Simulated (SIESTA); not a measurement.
Wanted: the native input for a SIESTA 5.4.2 run.

```yaml
Task: band structure
Functional: PBEsol
Potentials_or_basis: PseudoDojo 0.4 standard (PBEsol files)
Basis: DZP (energy shift 0.003 Ry; two zetas on semicore shells)
Grid_cutoff: 500 Ry
Energy_shift: 0.003 Ry
k_mesh: 9 × 9 × 3
Occupations: fermi-dirac, width 0.05 eV
Spin: no spin polarisation
```

Crystal: In.

```
CELL_PARAMETERS angstrom
3.36384 0.00000 0.00000
-1.68192 2.91317 0.00000
0.00000 0.00000 10.79971
ATOMIC_POSITIONS crystal
In 0.66667 0.33333 0.75000
In 0.00000 0.00000 0.50000
In 0.33333 0.66667 0.25000
In 0.00000 0.00000 0.00000
```

This isn't the form of In at room conditions, which is tetragonal.

One way to write it, as run:

In.fdf

```
SystemName                      In
SystemLabel                     In
NumberOfSpecies                 1
NumberOfAtoms                   4
%block ChemicalSpeciesLabel
  1  49 In
%endblock ChemicalSpeciesLabel

LatticeConstant                 1.0 Ang
%block LatticeVectors
     3.3638438630     0.0000000000     0.0000000000
    -1.6819219315     2.9131742397     0.0000000000
     0.0000000000     0.0000000000    10.7997083600
%endblock LatticeVectors
AtomicCoordinatesFormat         Fractional
%block AtomicCoordinatesAndAtomicSpecies
     0.6666666667     0.3333333333     0.7500000000  1  In
     0.0000000000     0.0000000000     0.5000000000  1  In
     0.3333333333     0.6666666667     0.2500000000  1  In
     0.0000000000     0.0000000000     0.0000000000  1  In
%endblock AtomicCoordinatesAndAtomicSpecies

%block kgrid.MonkhorstPack
    9   0   0  0.0
    0   9   0  0.0
    0   0   3  0.0
%endblock kgrid.MonkhorstPack
XC.Functional                   GGA
XC.Authors                      PBEsol
PAO.BasisSize                   DZP
PAO.EnergyShift                 0.003 Ry
Mesh.Cutoff                     500 Ry
OccupationFunction              FD
ElectronicTemperature           0.05 eV
MaxSCFIterations                120
SCF.MustConverge                false
SCF.Mixer.Method                Pulay
SCF.Mixer.Weight                0.25
SCF.Mixer.History               8
SCF.DM.Tolerance                5.0e-05
SCF.H.Tolerance                 1.0e-03 eV
WriteForces                     true
Charge.Mulliken                 end
BandLinesScale                  ReciprocalLatticeVectors
%block BandLines
    1    0.000000   0.000000   0.000000  \Gamma
   13    0.500000   0.000000   0.000000  M
    7    0.333333   0.333333   0.000000  K
   15    0.000000   0.000000   0.000000  \Gamma
    3    0.000000   0.000000   0.500000  A
   13    0.500000   0.000000   0.500000  L
    7    0.333333   0.333333   0.500000  H
   15    0.000000   0.000000   0.500000  A
    1    0.500000   0.000000   0.500000  L
    3    0.500000   0.000000   0.000000  M
    1    0.333333   0.333333   0.000000  K
    3    0.333333   0.333333   0.500000  H
%endblock BandLines
%block PAO.Basis
  In 4
  n=5 0 2
    6.955 0.000
  n=5 1 2
    9.500 0.000
  n=4 2 2
    4.114 0.000
  n=5 2 1
    9.500
%endblock PAO.Basis
```

Potentials or basis: PseudoDojo 0.4 standard (PBEsol files), DZP (energy shift 0.003 Ry; two zetas on semicore shells).

Launch:

```sh
$ siesta In.fdf > In.out 2>&1
```

Results of the run:

```json
{
  "Pressure": "-1.0 GPa",
  "Band gap on the k mesh": "none (metal or under the smearing width)"
}
```

Caveat: spin-orbit coupling is left out, which moves the levels of the heavy elements; the basis of atomic orbitals isn't converged, which shifts pressures, moduli and gaps.

Wall time 2.3 min on 1 thread of Intel(R) Xeon(R) 6975P-C (Granite Rapids), on a shared host, peak memory 0.47 GiB.
